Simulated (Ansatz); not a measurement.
# Al16BrO23: the cost of one run

Computed with Ansatz 0.2.0 (DFT, PBE, plane-wave PAW, default files, scalar-relativistic, as far as a step names no other, unless a step's input says otherwise).

**1. The starting structure**

It takes space group C2 (No. 5, monoclinic). Conventional cell: a = 10.356 Å, b = 9.610 Å, c = 7.064 Å, α = 90.00°, β = 95.84°, γ = 90.00°. Al (site symmetry 1) has 6 O at 1.87 to 1.99 Å as nearest neighbours. Around Al (site symmetry 1) lie 5 O at 1.87 to 1.99 Å and 1 Br at 1.99 Å. Around Al (site symmetry 1) lie 5 O at 1.87 to 1.99 Å and 1 Br at 1.87 Å. Only part of the 22 independent sites is listed.

Coordinates:

```
Al Br O
1.0
    -4.80503   -2.77418    4.37208
     4.80503   -2.77418    4.37208
     0.00000    5.54837    4.37208
Al Br O
16 1 23
Direct
  0.64790 0.64790 0.64790
  0.14790 0.14790 0.64790
  0.14790 0.64790 0.14790
  0.64790 0.14790 0.14790
  0.85210 0.85210 0.85210
  0.35210 0.35210 0.85210
  0.35210 0.85210 0.35210
  0.85210 0.35210 0.35210
  0.14790 0.14790 0.14790
  0.64790 0.64790 0.14790
  0.64790 0.14790 0.64790
  0.14790 0.64790 0.64790
  0.35210 0.35210 0.35210
  0.85210 0.85210 0.35210
  0.85210 0.35210 0.85210
  0.35210 0.85210 0.85210
  0.40307 0.59693 0.25000
  0.90307 0.09693 0.25000
  0.90307 0.59693 0.75000
  0.40307 0.09693 0.75000
  0.40307 0.75000 0.59693
  0.90307 0.25000 0.59693
  0.90307 0.75000 0.09693
  0.40307 0.25000 0.09693
  0.59693 0.25000 0.40307
  0.09693 0.75000 0.40307
  0.09693 0.25000 0.90307
  0.59693 0.75000 0.90307
  0.25000 0.40307 0.59693
  0.75000 0.90307 0.59693
  0.75000 0.40307 0.09693
  0.25000 0.90307 0.09693
  0.75000 0.59693 0.40307
  0.25000 0.09693 0.40307
  0.25000 0.59693 0.90307
  0.75000 0.09693 0.90307
  0.59693 0.40307 0.75000
  0.09693 0.90307 0.75000
  0.09693 0.40307 0.25000
  0.59693 0.90307 0.25000
```

Atom 17 of the input is the impurity.

**2. Gradients at the starting positions**

input.yaml reads:

```yaml
crystal:
  lattice:
    - [-4.8050272208, -2.7741837594, 4.3720844159]
    - [4.8050272208, -2.7741837594, 4.3720844159]
    - [0.0, 5.5483675188, 4.3720844159]
  atoms:
    - { symbol: Al, position: [0.647904, 0.647904, 0.647904] }
    - { symbol: Al, position: [0.147904, 0.147904, 0.647904] }
    - { symbol: Al, position: [0.147904, 0.647904, 0.147904] }
    - { symbol: Al, position: [0.647904, 0.147904, 0.147904] }
    - { symbol: Al, position: [0.852096, 0.852096, 0.852096] }
    - { symbol: Al, position: [0.352096, 0.352096, 0.852096] }
    - { symbol: Al, position: [0.352096, 0.852096, 0.352096] }
    - { symbol: Al, position: [0.852096, 0.352096, 0.352096] }
    - { symbol: Al, position: [0.147904, 0.147904, 0.147904] }
    - { symbol: Al, position: [0.647904, 0.647904, 0.147904] }
    - { symbol: Al, position: [0.647904, 0.147904, 0.647904] }
    - { symbol: Al, position: [0.147904, 0.647904, 0.647904] }
    - { symbol: Al, position: [0.352096, 0.352096, 0.352096] }
    - { symbol: Al, position: [0.852096, 0.852096, 0.352096] }
    - { symbol: Al, position: [0.852096, 0.352096, 0.852096] }
    - { symbol: Al, position: [0.352096, 0.852096, 0.852096] }
    - { symbol: Br, position: [0.40307275, 0.59692725, 0.25] }
    - { symbol: O, position: [0.90307275, 0.09692725, 0.25] }
    - { symbol: O, position: [0.90307275, 0.59692725, 0.75] }
    - { symbol: O, position: [0.40307275, 0.09692725, 0.75] }
    - { symbol: O, position: [0.40307275, 0.75, 0.59692725] }
    - { symbol: O, position: [0.90307275, 0.25, 0.59692725] }
    - { symbol: O, position: [0.90307275, 0.75, 0.09692725] }
    - { symbol: O, position: [0.40307275, 0.25, 0.09692725] }
    - { symbol: O, position: [0.59692725, 0.25, 0.40307275] }
    - { symbol: O, position: [0.09692725, 0.75, 0.40307275] }
    - { symbol: O, position: [0.09692725, 0.25, 0.90307275] }
    - { symbol: O, position: [0.59692725, 0.75, 0.90307275] }
    - { symbol: O, position: [0.25, 0.40307275, 0.59692725] }
    - { symbol: O, position: [0.75, 0.90307275, 0.59692725] }
    - { symbol: O, position: [0.75, 0.40307275, 0.09692725] }
    - { symbol: O, position: [0.25, 0.90307275, 0.09692725] }
    - { symbol: O, position: [0.75, 0.59692725, 0.40307275] }
    - { symbol: O, position: [0.25, 0.09692725, 0.40307275] }
    - { symbol: O, position: [0.25, 0.59692725, 0.90307275] }
    - { symbol: O, position: [0.75, 0.09692725, 0.90307275] }
    - { symbol: O, position: [0.59692725, 0.40307275, 0.75] }
    - { symbol: O, position: [0.09692725, 0.90307275, 0.75] }
    - { symbol: O, position: [0.09692725, 0.40307275, 0.25] }
    - { symbol: O, position: [0.59692725, 0.90307275, 0.25] }
total_charge: 1
kpoints:
  mp_grid: { grid: [3, 3, 3] }
scf:
  occupations: { method: fermi_dirac, width: 0.01 }
hamiltonian:
  xc: pbe
  pseudopotentials: { kind: paw }
output:
  forces: true
  stress: true
  populations: true
  efg:
    quadrupole_moments_barn: { Al: 0.1466, Br: 0.2579, O: -0.02558 }
    contact_densities: true
```

The run is started by

```
$ ansatz run input.yaml --threads 1 --pin off --max-ram 3072MiB --backend cpu --events-out ev --progress --plain --runs-dir out
```

**Question.** How long does this run take on 1 thread of Intel Xeon 6975P-C (Granite Rapids), shared host, and how much memory does it need?

About 47 s, with a peak of 0.84 GiB.
